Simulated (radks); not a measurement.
# Bi⁴⁺ in [Xe] 4f14 5d10 6s0.5 7s0.5: an all-electron calculation

The task here is to estimate one member of a computed series from the others.

Method: scalar-relativistic Kohn-Sham, OLYP, spin-unpolarised, spherical densities, finite nucleus. Code: radks (a radial shooting solver on a logarithmic mesh, Libxc functionals) version 1.

## Starting point

| Property | Result |
| --- | --- |
| element | bismuth (Z = 83) |
| charge | +4 |
| electrons | 79 |
| configuration | [Xe] 4f14 5d10 6s0.5 7s0.5 |
| nuclear rms radius | 5.5211 fm |

The first run:

Settings of this run:

```text
Z 83
configuration [Xe] 4f14 5d10 6s0.5 7s0.5
relativity scalar-relativistic
functional optx,lyp
spin unpolarised
nucleus finite rms 5.5211 fm
c 137.035999084
```

Among the steps run: Self-consistent calculation.

One of the session's tables, all rows but one given; the rest of the session is left out.

It belongs to the step «Shells». From the orbitals of this run (lengths in bohr):

| level | <r> | outermost maximum (interpolated) | 90 % within | nodes |
| --- | --- | --- | --- | --- |
| 1s | 0.01580 | 0.00966 | 0.0290 | 0 |
| 2s | 0.06649 | 0.0562 | 0.103 | 1 |
| 2p | 0.06054 | 0.0469 | 0.0988 | 0 |
| 3s | 0.1716 | 0.158 | 0.252 | 2 |
| 3p | 0.1737 | 0.159 | 0.260 | 1 |
| 3d | 0.1574 | 0.129 | 0.244 | 0 |
| 4s | 0.3770 | 0.356 | 0.540 | 3 |
| 4p | 0.4024 | 0.376 | 0.582 | 2 |
| 4d | 0.4221 | 0.381 | 0.628 | 1 |
| 5s | 0.8300 | 0.770 | 1.18 | 4 |
| 4f | 0.4400 | 0.341 | 0.696 | 0 |
| 5p | 0.9443 | 0.859 | 1.36 | 3 |
| 5d | 1.194 | 1.03 | 1.77 | 2 |
| 6s | 1.939 | 1.76 | 2.76 | 5 |
| 7s | ? | ? | ? | ? |

Q: Estimate the row for 7s from the others.

**Answer.** <r>: 3.862; outermost maximum (interpolated): 3.76; 90 % within: 5.41; nodes: 6. In the column «<r>» it is the highest.
